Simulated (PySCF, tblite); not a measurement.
# C2H8F3P3Si: geometry, infrared bands and NMR shifts

What infrared bands and NMR shifts should C2H8F3P3Si (`CP(P([SiH3])P)C(F)(F)F`) show?

Programs: tblite 0.8.0 and PySCF 2.14.0, with density-fitted response routines of our own. Each step states its level of theory. These are calculated values for one molecule in the gas phase, unless marked as measured. Atoms are numbered from 0 throughout.

## Step 1: Starting geometry

17 atoms, charge 0, multiplicity 1; geometry from: force field or distance geometry start.

Bonds of the start (Å): C0–P1 1.85, P1–P2 2.28, P2–Si3 2.24, P2–P4 2.29, P1–C5 1.76, C5–F6 1.34, C5–F7 1.34, C5–F8 1.32, C0–H9 1.10, C0–H10 1.09, C0–H11 1.08, Si3–H12 1.47, Si3–H13 1.49, Si3–H14 1.49, P4–H15 1.41, P4–H16 1.42.

## Step 2: Geometry optimisation with GFN2-xTB

Job settings and geometry (Å):

```
{"job": {"kind": "relax", "xc": "GFN2-xTB", "basis": "xTB"}, "charge": 0, "multiplicity": 1}
C      1.948100    -1.174900     0.998600
P      0.816000    -0.760500    -0.400200
P     -0.648000     0.474800     0.840000
Si    -1.977400     1.350200    -0.740700
P     -1.963500    -1.227500     1.611500
C      1.756200     0.493600    -1.195200
F      2.081700     1.419500    -0.290200
F      2.842300    -0.124600    -1.674300
F      0.987000     0.969200    -2.161300
H      1.457300    -1.870200     1.699100
H      2.251900    -0.292300     1.564500
H      2.839200    -1.663800     0.622400
H     -1.248700     2.412700    -1.443900
H     -2.388900     0.269700    -1.674300
H     -3.184000     1.923000    -0.076400
H     -2.454300    -1.707300     0.378200
H     -3.122100    -0.479500     1.932200
```

Launch:

```sh
$ OMP_NUM_THREADS=1 python probes_run.py task.json out
```

The driver reads the jobs from task.json and runs them one after another.

Log:

```text
step      E/eV     max force
  0    -866.59767    4.684
  1    -866.94440    2.393
  2    -867.19745    0.693
  3    -867.24160    0.445
  4    -867.26370    0.378
  5    -867.27935    0.295
  6    -867.29424    0.340
  7    -867.30780    0.345
  8    -867.32069    0.362
  9    -867.32831    0.191
 10    -867.33231    0.153
 11    -867.33585    0.187
 12    -867.33983    0.202
 13    -867.34314    0.148
 14    -867.34513    0.115
 15    -867.34647    0.096
 16    -867.34798    0.132
 17    -867.34954    0.120
 18    -867.35075    0.081
 19    -867.35176    0.073
 20    -867.35298    0.130
 21    -867.35443    0.157
 22    -867.35572    0.113
 23    -867.35662    0.065
 24    -867.35736    0.069
 25    -867.35838    0.119
 26    -867.35974    0.149
 27    -867.36109    0.108
 28    -867.36212    0.063
 29    -867.36300    0.073
 30    -867.36405    0.137
 31    -867.36546    0.172
 32    -867.36711    0.156
 33    -867.36881    0.123
 34    -867.37060    0.089
 35    -867.37264    0.136
 36    -867.37468    0.141
 37    -867.37621    0.092
 38    -867.37723    0.072
 39    -867.37810    0.083
 40    -867.37916    0.114
 41    -867.38052    0.120
 42    -867.38189    0.096
 43    -867.38234    0.187
 44    -867.38383    0.095
 45    -867.38484    0.079
 46    -867.38665    0.120
 47    -867.38791    0.119
 48    -867.38928    0.095
 49    -867.39027    0.074
 50    -867.39116    0.076
 51    -867.39199    0.085
 52    -867.39262    0.069
 53    -867.39323    0.050
 54    -867.39370    0.050
 55    -867.39418    0.053
 56    -867.39469    0.059
 57    -867.39510    0.046
 58    -867.39542    0.047
 59    -867.39580    0.055
 60    -867.39629    0.070
 61    -867.39685    0.070
 62    -867.39736    0.069
 63    -867.39780    0.059
 64    -867.39822    0.050
 65    -867.39869    0.069
 66    -867.39904    0.069
 67    -867.39931    0.069
 68    -867.39960    0.025
 69    -867.39973    0.025
 70    -867.39985    0.029
 71    -867.40002    0.033
 72    -867.40032    0.044
 73    -867.40082    0.053
 74    -867.40152    0.059
 75    -867.40220    0.050
 76    -867.40266    0.044
 77    -867.40300    0.052
 78    -867.40325    0.105
 79    -867.40375    0.056
 80    -867.40433    0.050
 81    -867.40503    0.066
 82    -867.40558    0.080
 83    -867.40633    0.074
 84    -867.40682    0.067
 85    -867.40708    0.062
 86    -867.40740    0.061
 87    -867.40804    0.091
 88    -867.40908    0.109
 89    -867.41010    0.098
 90    -867.41119    0.134
 91    -867.41243    0.082
 92    -867.41313    0.215
 93    -867.41493    0.101
 94    -867.41644    0.053
 95    -867.41748    0.132
 96    -867.41845    0.077
 97    -867.41906    0.072
 98    -867.42066    0.129
 99    -867.42144    0.064
100    -867.42249    0.060
101    -867.42443    0.099
102    -867.42542    0.103
103    -867.42700    0.127
104    -867.42863    0.101
105    -867.42802    0.304
106    -867.43167    0.091
107    -867.43333    0.086
108    -867.43705    0.106
109    -867.43798    0.093
110    -867.43940    0.076
111    -867.44011    0.077
112    -867.44125    0.075
113    -867.44211    0.133
114    -867.44311    0.083
115    -867.44424    0.069
116    -867.44568    0.083
117    -867.44685    0.069
118    -867.44786    0.059
119    -867.44857    0.048
120    -867.44921    0.055
121    -867.44982    0.054
122    -867.45054    0.071
123    -867.45120    0.050
124    -867.45153    0.037
125    -867.45170    0.036
126    -867.45195    0.034
127    -867.45227    0.045
128    -867.45261    0.046
129    -867.45285    0.044
130    -867.45300    0.036
131    -867.45311    0.029
132    -867.45326    0.032
133    -867.45347    0.033
134    -867.45368    0.030
135    -867.45386    0.023
136    -867.45399    0.021
137    -867.45408    0.017
138    -867.45414    0.018
139    -867.45418    0.017
140    -867.45423    0.015
141    -867.45428    0.016
142    -867.45432    0.011
143    -867.45436    0.012
144    -867.45439    0.012
145    -867.45441    0.012
146    -867.45444    0.012
147    -867.45447    0.013
148    -867.45452    0.016
149    -867.45457    0.017
150    -867.45464    0.022
151    -867.45470    0.018
152    -867.45473    0.014
153    -867.45476    0.012
154    -867.45479    0.013
155    -867.45483    0.018
156    -867.45486    0.015
157    -867.45489    0.009
```

Wall time 1.4 s (1 thread of Arm Neoverse V2, shared host); peak memory 0.18 GiB.

The steps of the relaxation: (not every step is listed)

| step | energy from step 0 (eV) | largest force (eV/Å) |
| --- | --- | --- |
| 0 | 0.0000 | 4.6842 |
| 1 | -0.3467 | 2.3929 |
| 2 | -0.5998 | 0.6935 |
| 3 | -0.6439 | 0.4453 |
| 4 | -0.6660 | 0.3784 |
| 5 | -0.6817 | 0.2955 |
| 6 | -0.6966 | 0.3398 |
| 7 | -0.7101 | 0.3446 |
| 8 | -0.7230 | 0.3622 |
| 22 | -0.7581 | 0.1132 |
| 36 | -0.7770 | 0.1413 |
| 50 | -0.7935 | 0.0759 |
| 64 | -0.8006 | 0.0505 |
| 78 | -0.8056 | 0.1055 |
| 92 | -0.8155 | 0.2148 |
| 106 | -0.8340 | 0.0909 |
| 120 | -0.8515 | 0.0550 |
| 134 | -0.8560 | 0.0303 |
| 148 | -0.8569 | 0.0164 |
| 152 | -0.8571 | 0.0136 |
| 153 | -0.8571 | 0.0124 |
| 154 | -0.8571 | 0.0127 |
| 155 | -0.8572 | 0.0180 |
| 156 | -0.8572 | 0.0150 |
| 157 | -0.8572 | 0.0087 |

Close pairs (by a distance rule), those that changed most:

| bond | before (Å) | after (Å) | change (Å) |
| --- | --- | --- | --- |
| P1–C5 | 1.757 | 1.879 | +0.122 |
| P2–P4 | 2.286 | 2.174 | -0.112 |
| P1–P2 | 2.282 | 2.181 | -0.101 |
| P2–Si3 | 2.243 | 2.276 | +0.033 |
| Si3–H14 | 1.492 | 1.467 | -0.024 |
| Si3–H13 | 1.486 | 1.464 | -0.022 |
| P4–H16 | 1.416 | 1.395 | -0.021 |
| P4–H15 | 1.411 | 1.391 | -0.021 |

The final coordinates are the input of the step that follows.

## Step 3: Infrared spectrum with GFN2-xTB

Job settings and geometry (Å):

```
{"job": {"kind": "ir", "xc": "GFN2-xTB", "basis": "xTB"}, "charge": 0, "multiplicity": 1}
C      1.691480    -1.297683     0.981788
P      0.636523    -0.790037    -0.446140
P     -0.770961     0.520765     0.582147
Si    -2.000031     1.100809    -1.243814
P     -2.009397    -1.121469     1.285235
C      1.754923     0.615679    -0.998633
F      2.079328     1.487217    -0.033348
F      2.915239     0.133232    -1.473201
F      1.200470     1.329772    -1.991251
H      1.165437    -2.080995     1.529031
H      1.891970    -0.455652     1.646545
H      2.627367    -1.706862     0.597795
H     -1.537650     2.441023    -1.592889
H     -1.816294     0.140783    -2.333423
H     -3.395890     1.110731    -0.791758
H     -3.015560    -0.265846     1.721367
H     -1.423951    -1.149438     2.550640
```

Log:

```text
mode    cm-1     km/mol
  1      24.0      1.09
  2      41.4      0.53
  3      64.6      0.43
  4      85.0      2.11
  5     104.0      1.37
  6     117.1      0.78
  7     134.5      3.62
  8     147.5      1.64
  9     176.9      4.95
 10     187.2      1.33
 11     202.7      0.76
 12     254.5      0.15
 13     299.1      2.45
 14     418.6     25.41
 15     432.1     31.74
 16     461.1      8.12
 17     474.0     14.19
 18     475.2      4.71
 19     489.2     17.63
 20     524.1     25.57
 21     541.0     25.35
 22     670.8     13.35
 23     726.8    104.05
 24     733.2    142.94
 25     745.4    352.10
 26     751.3    113.02
 27     752.7     34.26
 28     777.2     11.46
 29     873.3     20.21
 30     889.8     17.05
 31    1038.6    235.82
 32    1046.2    213.64
 33    1085.9    200.69
 34    1115.7      7.40
 35    1313.8      4.07
 36    1416.5      8.62
 37    1431.0      7.53
 38    2218.1    125.84
 39    2248.1    150.50
 40    2257.6     35.46
 41    2290.3    204.27
 42    2321.9     73.25
 43    2971.7      4.06
 44    2984.5      2.86
 45    2991.1      5.66
```

It took 0.8 s on 1 thread of Arm Neoverse V2, shared host; peak memory 0.18 GiB.

Which atoms move in the most intense modes:

| cm⁻¹ | km/mol | atoms |
| --- | --- | --- |
| 733 | 142.9 | H12 27 %, C0 25 %, H13 17 %, P1 15 % |
| 745 | 352.1 | H14 37 %, H12 32 %, H13 21 % |
| 1039 | 235.8 | C5 71 %, F7 21 % |
| 1046 | 213.6 | C5 72 %, F8 16 %, F6 11 % |
| 1086 | 200.7 | C5 69 %, F8 10 %, F6 10 % |
| 2218 | 125.8 | H14 91 % |
| 2248 | 150.5 | H13 89 % |
| 2290 | 204.3 | H12 92 % |

## Step 4: Shielding tensors: PBE0/pcSseg-1

The job, as its differences from that of step 3:

```diff
@@ -1,2 +1,2 @@
-{"job": {"kind": "ir", "xc": "GFN2-xTB", "basis": "xTB"}, "charge": 0, "multiplicity": 1}
+{"job": {"kind": "nmr", "xc": "PBE0", "basis": "pcSseg-1"}, "charge": 0, "multiplicity": 1}
 C      1.691480    -1.297683     0.981788
```

Method: GIAO PBE0/pcSseg-1 NMR shielding, non-relativistic, gas phase.

Log:

```text
coarse grid: 16888 points
cycle   1  E = -1692.9390918140  dE =  1.015e+00  |g| = 8.711e-01  |ddm| = 3.836e+00
cycle   2  E = -1692.7884923371  dE =  1.506e-01  |g| = 1.326e+00  |ddm| = 1.119e+00
cycle   3  E = -1693.0703932551  dE = -2.819e-01  |g| = 5.610e-02  |ddm| = 7.167e-01
cycle   4  E = -1693.0709407745  dE = -5.475e-04  |g| = 3.143e-02  |ddm| = 1.155e-01
cycle   5  E = -1693.0712158868  dE = -2.751e-04  |g| = 7.301e-03  |ddm| = 4.997e-02
cycle   6  E = -1693.0712285921  dE = -1.271e-05  |g| = 1.525e-03  |ddm| = 1.005e-02
cycle   7  E = -1693.0712290335  dE = -4.414e-07  |g| = 5.737e-04  |ddm| = 2.218e-03
final grid: 147912 points
cycle   8  E = -1693.1422680304  dE = -4.273e-05  |g| = 7.324e-03  |ddm| = 3.207e-02
cycle   9  E = -1693.1422600051  dE =  8.025e-06  |g| = 9.762e-03  |ddm| = 1.385e-02
cycle  10  E = -1693.1422799493  dE = -1.994e-05  |g| = 7.365e-04  |ddm| = 7.899e-03
cycle  11  E = -1693.1422800490  dE = -9.973e-08  |g| = 2.621e-04  |ddm| = 1.041e-03
cycle  12  E = -1693.1422800611  dE = -1.211e-08  |g| = 7.237e-05  |ddm| = 2.698e-04
cycle  13  E = -1693.1422800622  dE = -1.108e-09  |g| = 1.511e-05  |ddm| = 8.947e-05
cycle  14  E = -1693.1422800623  dE = -5.048e-11  |g| = 5.362e-06  |ddm| = 1.971e-05
converged SCF energy = -1693.1422800623

GIAO shielding tensors (ppm)
atom      isotropic    diamagn.    paramagn.     s11        s22        s33       span
  0 C      174.102     254.630     -80.529    161.331    169.102    191.872     30.541
  1 P      344.112     967.521    -623.409    260.478    342.064    429.794    169.316
  2 P      522.996     969.493    -446.498    446.697    525.525    596.765    150.068
  3 Si     414.578     880.527    -465.949    384.934    400.873    457.926     72.992
  4 P      540.819     967.331    -426.512    443.591    582.563    596.303    152.712
  5 C       44.842     251.767    -206.926     36.707     39.728     58.090     21.383
  6 F      242.111     476.672    -234.561    155.443    248.969    321.921    166.478
  7 F      244.339     472.345    -228.006    156.181    244.870    331.964    175.782
  8 F      245.029     476.233    -231.204    159.045    245.672    330.369    171.324
  9 H       30.489      31.019      -0.531     25.065     29.391     37.010     11.945
 10 H       29.953      31.166      -1.213     26.025     28.270     35.563      9.538
 11 H       29.900      29.372       0.527     24.543     27.142     38.014     13.472
 12 H       27.412      29.703      -2.291     23.269     25.695     33.272     10.003
 13 H       27.479      28.994      -1.516     23.969     26.289     32.177      8.208
 14 H       27.832      29.798      -1.966     23.494     26.151     33.852     10.359
 15 H       29.138      30.663      -1.525     23.318     26.748     37.348     14.030
 16 H       29.122      30.580      -1.458     22.424     27.376     37.566     15.141
```

It took 52 s on 1 thread of Arm Neoverse V2, shared host; peak memory 1.1 GiB.

The references, computed at this level on geometries of the same kind, shield at (ppm): ¹H TMS 31.72, ¹³C TMS 186.9, ²⁹Si TMS 349.2, ¹⁹F CFCl3 170.9, ³¹P H3PO4 318.4. Their shielding less the atom's gives the shift. The references are single molecules in the gas phase, so shifts against H2O, NH3, PH3, H3PO4 or CFCl3 are not on the usual liquid scales and can be off by tens of ppm. Atoms listed in one row are averaged.

```
        atoms                              environment  σ (ppm)  δ (ppm)  δ scaled to CDCl3
           C5                               CF3 carbon     44.8    142.1              136.8
           C0                methyl carbon bonded to P    174.1     12.8               10.6
H12, H13, H14        hydrogen on a silicon bonded to P    27.57     4.14                  –
     H15, H16     hydrogen on a phosphorus bonded to P    29.13     2.59                  –
 H9, H10, H11  hydrogen on a methyl carbon bonded to P    30.11     1.60               1.62
           P1              phosphorus bonded to 2 C, P    344.1    -25.7                  –
           P2             phosphorus bonded to 2 P, Si    523.0   -204.6                  –
           P4              phosphorus bonded to P, 2 H    540.8   -222.4                  –
          Si3                 silicon bonded to P, 3 H    414.6    -65.4                  –
   F6, F7, F8                  fluorine of a CF3 group    243.8    -72.9                  –
```

The scaled column applies a straight-line fit of computed shieldings to shifts measured in CDCl3, and one for carbons that bear F (root-mean-square error 0.16 ppm for H, 1.9 ppm for C).

The run also stored atomic charges by several schemes (e):

| atoms | Mulliken | IAO | Hirshfeld | ESP fit |
| --- | --- | --- | --- | --- |
| C0 | -0.49 | -0.61 | -0.17 | -0.36 |
| P1 | 0.11 | 0.32 | 0.09 | -0.12 |
| P2 | -0.31 | -0.14 | -0.04 | -0.25 |
| Si3 | 0.39 | 0.42 | 0.25 | 0.32 |
| P4 | -0.07 | 0.01 | 0.03 | -0.24 |
| C5 | 0.63 | 0.62 | 0.20 | 0.53 |
| F6, F7, F8 | -0.26 | -0.28 | -0.09 | -0.17 |

Mayer bond orders: C0–P1 0.96, P1–P2 0.95, P2–Si3 0.83, P2–P4 0.98, P1–C5 0.88, C5–F6 0.97, C5–F7 0.98, C5–F8 0.97.

Orbitals, density, ELF and potential are computed afterwards from the orbital file.

Frontier orbitals at PBE0/pcSseg-1, with the share of their density that lies nearest to each atom:

```csv
orbital,energy (eV),lies on
HOMO,-6.64,"P2 43 %; P1, P4 about 20 % each"
LUMO,-0.82,P1 30 %; P2 23 %; P4 8 %
```

ELF in a plane through or near 7 of the atoms.

Ten even steps from '0' (0.00) to '9' (1.00):
```
0000000000000000000000000000
0000000000000000000000000000
0000000000000001000000000000
0000000000000167410000000000
0000000003100399843331000000
0000000059940189315996100000
0000000169970043473997100000
0000025555740037534640000000
0000179975463446873000110000
0000079976874773564269997000
0000000001452575883299999100
0000001322898312626739998000
0000015886135100211214531000
0000015857467750046752000000
0000003683075571036741000000
0000000230168730002310000000
0000000000022100000000000000
0000000000000000000000000000
0000000000000000000000000000
0000000000000000000000000000
```
The map spans 12.5 Å across and 11.2 Å up, centred on the molecule. Atoms in the plane (x, y in Å): C0 (-2.1, 1.1), Si3 (2.4, -1.1), P4 (1.5, 2.2), C5 (-1.4, -1.6), F7 (-2.6, -2.0), F8 (-0.5, -2.6), H14 (3.6, -0.4).

On the surface of density 0.002 e/bohr³ the electrostatic potential runs, from the 1st to the 99th percentile, from -0.82 V near P2 to 1.17 V near H9.

## Step 5: Summary of results

| quantity | value |
| --- | --- |
| strongest single infrared mode (GFN2-xTB) | 745 cm⁻¹, 352 km/mol |
| zero-point energy (GFN2-xTB) | 59.0 kcal/mol |
| ¹³C shifts against TMS (PBE0/pcSseg-1) | 142.1, 12.8 ppm |
| ¹H shifts against TMS (PBE0/pcSseg-1, means over atoms taken as alike) | 4.14, 2.59, 1.60 ppm |
| ³¹P shifts against H3PO4 (PBE0/pcSseg-1) | -25.7, -204.6, -222.4 ppm |
| ²⁹Si shifts against TMS (PBE0/pcSseg-1) | -65.4 ppm |
| ¹⁹F shifts against CFCl3 (PBE0/pcSseg-1, means over atoms taken as alike) | -72.9 ppm |
| surface potential, 1st and 99th percentile | -0.82 V and 1.17 V |

The optimisation took 157 steps and gained 0.857 eV; among the close pairs (by a distance rule), P1–C5 changed most, from 1.757 to 1.879 Å. No mode is imaginary among the 45: a minimum at this level. The strongest single mode, at 745 cm⁻¹, is carried by H14, H12, H13. Unscaled tight-binding wavenumbers are off by several per cent, some by more. Its intensities can rank the bands wrongly. At PBE0/pcSseg-1, counted by nearest atom on the grid, the HOMO lies on P2 43 %; P1, P4 about 20 % each, the LUMO on P1 30 %; P2 23 %.
